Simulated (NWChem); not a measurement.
**AlNH2BrCl (SMILES [NH2][Al]([Cl])[Br]): levels of theory compared**

Aim: a comparison of 3 runs (HF/def2-SVP, PBE0/3-21G, PBE0/def2-SVP) of AlNH2BrCl. 

The results are computed with NWChem 7.3.0.

## (1) The structure to begin with

The species is AlNH2BrCl (6 atoms), meant as a singlet with charge 0. As SMILES, `[NH2][Al]([Cl])[Br]`. Geometry: relaxed at PBE0-D4/def2-TZVP.

Bond lengths: N1–Al2 1.747 Å, Al2–Cl3 2.083 Å, Al2–Br4 2.240 Å, N1–H5 1.007 Å, N1–H6 1.006 Å. Angles: N1–Al2–Cl3 119.9°, N1–Al2–Br4 120.0°, Cl3–Al2–Br4 120.1°, Al2–N1–H5 124.4°, Al2–N1–H6 124.3°, H5–N1–H6 111.3°.

## (2) Energy and gradient at HF/def2-SVP (run 1)

albrclh2n.nw reads:

```
START albrclh2n
TITLE "AlBrClH2N gradient"
memory total 2200 mb
GEOMETRY noautosym nocenter noautoz
N       -0.060200       1.030300      -0.052300
Al       0.078100      -0.708400       0.049200
Cl       1.403900      -1.566700       1.407100
Br      -1.169000      -2.010900      -1.279100
H        0.466800       1.676700       0.511400
H       -0.677500       1.514900      -0.682400
END
BASIS "ao basis" spherical bse
* library def2-SVP
END
SCF
thresh 1e-08
maxiter 80
END
TASK scf gradient
```

The run is started by

```bash
$ nwchem albrclh2n.nw > albrclh2n.out
```

Log:

```text
[...]
  functions       =    92
[...]
  wavefunction    = RHF
[...]
         Total SCF energy =  -3329.064968990002
      One-electron energy =  -5347.026545953550
      Two-electron energy =   1658.987609815393
 Nuclear repulsion energy =    358.973967148156
        Time for solution =     21.5s
[...]
                         RHF ENERGY GRADIENTS
    atom               coordinates                        gradient
                 x          y          z           x          y          z
   1 N      -0.113762   1.946985  -0.098833    0.000314  -0.003615   0.000242
   2 Al      0.147588  -1.338682   0.092975    0.001048  -0.003078   0.001007
   3 Cl      2.652986  -2.960634   2.659033   -0.003058   0.002098  -0.003127
   4 Br     -2.209090  -3.800050  -2.417149    0.001891   0.002124   0.002020
   5 H       0.882124   3.168504   0.966406    0.003138   0.001762   0.003305
   6 H      -1.280289   2.862746  -1.289549   -0.003333   0.000708  -0.003448
[...]
```

Run time: 32 s. Hardware: 1 thread of Intel Xeon Platinum 8259CL at 2.50GHz (Skylake/Cascade Lake), shared host; peak memory 0.099 GiB.

## (3) Energy and gradient at PBE0/3-21G (run 2)

m1.xyz reads:

```xyz
6
AlBrClH2N PBE0
N     -0.060200     1.030300    -0.052300
Al     0.078100    -0.708400     0.049200
Cl     1.403900    -1.566700     1.407100
Br    -1.169000    -2.010900    -1.279100
H      0.466800     1.676700     0.511400
H     -0.677500     1.514900    -0.682400
```

run.py reads:

```python
from ase.io import read
from ase.calculators.nwchem import NWChem

atoms = read('m1.xyz')

calc = NWChem(
    label='m1',
    theory='dft',
    memory='2200 mb',
    basis='3-21G',
    basispar='spherical bse',
    dft={'xc': 'pbe0', 'mult': '1', 'grid': 'xfine', 'convergence': 'energy 1e-08', 'iterations': '100', 'mulliken': None},
)
atoms.calc = calc

forces = atoms.get_forces()
print("Total energy (eV):", round(atoms.get_potential_energy(), 6))
print("forces (eV/A):")
for s, f in zip(atoms.symbols, forces):
    print(f"{s:2s} {f[0]:10.5f} {f[1]:10.5f} {f[2]:10.5f}")
print("dipole (e A):", atoms.get_dipole_moment().round(4))
```

The run is started by

```bash
$ export ASE_NWCHEM_COMMAND="nwchem PREFIX.nwi > PREFIX.nwo"
$ python run.py
```

Log:

```text
Total energy (eV): -90233.980685
forces (eV/A):
N     0.03682   -0.02792    0.03749
Al   -0.55947    0.76007   -0.56317
Cl    1.09508   -0.65409    1.12280
Br   -0.53515   -0.53931   -0.56960
H     0.28118    0.28236    0.29928
H    -0.31841    0.17890   -0.32674
dipole (e A): [-0.1366  0.715  -0.1248]
```

The calculator wrote m1.nwi:

```
title "m1"

permanent_dir m1

scratch_dir m1

start m1

geometry units angstrom nocenter noautosym noautoz
  N  -6.0199999999999997e-02 1.0303000000000000e+00 -5.2299999999999999e-02
  Al 7.8100000000000003e-02 -7.0840000000000003e-01 4.9200000000000001e-02
  Cl 1.4038999999999999e+00 -1.5667000000000000e+00 1.4071000000000000e+00
  Br -1.1690000000000000e+00 -2.0108999999999999e+00 -1.2790999999999999e+00
  H  4.6679999999999999e-01 1.6767000000000001e+00 5.1139999999999997e-01
  H  -6.7749999999999999e-01 1.5148999999999999e+00 -6.8240000000000001e-01
end

memory 2200 mb

basis spherical bse noprint
   * library 3-21G
end

dft
  xc pbe0
  mult 1
  grid xfine
  convergence energy 1e-08
  iterations 100
  mulliken
end

task dft gradient
```

m1.nwo:

```text
Northwest Computational Chemistry Package (NWChem) 7.3.0
             --------------------------------------------------------

           Job information
           ---------------

    nwchem branch   = 7.3.0
    use scalapack   = T
    input           = m1.nwi
    prefix          = m1.
    data base       = m1/m1.db
    status          = startup
    nproc           =        1

           Memory information
           ------------------

    heap     =     72089600 doubles =      550.0 Mbytes
    stack    =     72089597 doubles =      550.0 Mbytes
    global   =    144179200 doubles =     1100.0 Mbytes (distinct from heap & stack)
    total    =    288358397 doubles =     2200.0 Mbytes
    verify   = yes
    hardfail = no

[... 105 lines left out ...]
  convergence criterion.
[... 41 lines left out ...]
          Spatial weights used:  Erf1
[... 78 lines left out ...]
         Total DFT energy =    -3316.037654375955
[... 3 lines left out ...]
 Nuclear repulsion energy =      358.973967148155
[... 513 lines left out ...]
          Convergence on gradient requested:  5.00D-04
[... 28 lines left out ...]
          total energy or number of iterations.
[... 37 lines left out ...]
                 ----------------------------------------
                 |  Time  |  1-e(secs)   |  2-e(secs)   |
                 ----------------------------------------
                 |  CPU   |       0.00   |       2.70   |
                 ----------------------------------------
                 |  WALL  |       0.00   |       2.70   |
                 ----------------------------------------

 Task  times  cpu:       16.7s     wall:       16.7s
 Total times  cpu:       16.8s     wall:       16.8s
```

Wall time 18 s (1 thread of Intel Xeon Platinum 8259CL at 2.50GHz (Skylake/Cascade Lake), shared host); peak memory 0.13 GiB.

## (4) Energy and gradient at PBE0/def2-SVP (run 3)

test.nw reads:

```
start test
title "AlBrClH2N"
memory stack 880 mb heap 220 mb global 1100 mb
charge 0

geometry noautosym nocenter noautoz
  N    -0.060200    1.030300   -0.052300
  Al    0.078100   -0.708400    0.049200
  Cl    1.403900   -1.566700    1.407100
  Br   -1.169000   -2.010900   -1.279100
  H     0.466800    1.676700    0.511400
  H    -0.677500    1.514900   -0.682400
end

basis "ao basis" spherical bse
  * library def2-SVP
end

dft
  xc pbe0
  grid fine
  convergence energy 1e-08
  iterations 100
  mulliken
end

task dft gradient
```

The run is started by

```bash
$ nwchem test.nw > test.out
```

Log:

```text
[...]
          Wavefunction type:  closed shell.
          No. of atoms     :     6
          No. of electrons :    74
[...]
          Charge           :     0
          Spin multiplicity:     1
[...]
          AO basis - number of functions:    92
[...]
              XC Information
              --------------
                         PBE0 Method XC Functional
                     Hartree-Fock (Exact) Exchange  0.250
          PerdewBurkeErnzerhof Exchange Functional  0.750
            Perdew 1991 LDA Correlation Functional  1.000 local
           PerdewBurkeErnz. Correlation Functional  1.000 non-local
[...]
 d= 0,ls=0.0,diis     1  -3331.6607155670 -3.69D+03  1.06D-02  5.54D-01     2.9
[...]
 d= 0,ls=0.0,diis     8  -3331.7218309588  1.64D-10  4.03D-06  1.87D-07    17.4
         Total DFT energy =    -3331.721830958824
      One electron energy =    -5346.908336680926
           Coulomb energy =     1801.635508616787
    Exchange-Corr. energy =     -145.422970042840
 Nuclear repulsion energy =      358.973967148156
[...]
      Total Density - Mulliken Population Analysis
     ---------------------------------------------
    Atom       Charge   Shell Charges
 -----------   ------   -------------------------------------------------------
    1 N    7     7.45   1.99  0.96  0.46  2.45  1.59  0.01
    2 Al  13    12.26   2.00  1.98  0.78 -0.04  5.92  0.85  0.44  0.32
    3 Cl  17    17.28   2.00  1.99  1.25  0.70  5.93  2.15  3.26  0.01
    4 Br  35    35.30   2.00  2.00  1.99  1.43  0.53  6.00  5.98  2.37  2.99  8.20  1.74  0.08
    5 H    1     0.85   0.70  0.10  0.05
    6 H    1     0.85   0.70  0.10  0.05
[...]
  wavefunction    = closed shell
                         DFT ENERGY GRADIENTS
    atom               coordinates                        gradient
                 x          y          z           x          y          z
   1 N      -0.113762   1.946985  -0.098833   -0.000344   0.004266  -0.000252
   2 Al      0.147588  -1.338682   0.092975    0.001472   0.001540   0.001562
   3 Cl      2.652986  -2.960634   2.659033   -0.002533   0.001666  -0.002591
   4 Br     -2.209090  -3.800050  -2.417149    0.000727   0.000803   0.000778
   5 H       0.882124   3.168504   0.966406   -0.003117  -0.004580  -0.003352
   6 H      -1.280289   2.862746  -1.289549    0.003794  -0.003696   0.003856
[...]
```

Run time: 29 s. Hardware: 1 thread of Intel Xeon Platinum 8259CL at 2.50GHz (Skylake/Cascade Lake), shared host; peak memory 0.12 GiB.

## (5) Overview of the runs

| run | level | iteration cap | module | energy (Eh) | dipole moment (D) | HOMO energy (eV) | LUMO energy (eV) | wall time |
| --- | --- | --- | --- | --- | --- | --- | --- | --- |
| 1 | HF/def2-SVP | 80 | scf | -3329.064969 | 2.52 | -11.33 | 2.52 | 32 s |
| 2 | PBE0/3-21G | 100 | dft | -3316.037654 | 3.55 | -7.77 | -0.70 | 18 s |
| 3 | PBE0/def2-SVP | 100 | dft | -3331.721831 | 2.53 | -7.83 | -0.44 | 29 s |

## (6) Results

| quantity | value |
| --- | --- |
| run 3: total energy | -3331.72183 Eh |
| run 3: dipole moment | 2.53 D |
| run 3: HOMO energy | -7.83 eV |
| run 3: LUMO energy | -0.44 eV |
| run 3: HOMO–LUMO gap | 7.38 eV |
| run 3: largest force on an atom | 0.337 eV/Å |

In words: The dipole moment (its size) runs from 2.52 D (HF/def2-SVP) to 3.55 D (PBE0/3-21G). The two ends differ in method and basis. The HOMO–LUMO gap runs from 7.07 eV (PBE0/3-21G) to 13.85 eV (HF/def2-SVP). All runs together took 79 s, the longest 32 s.
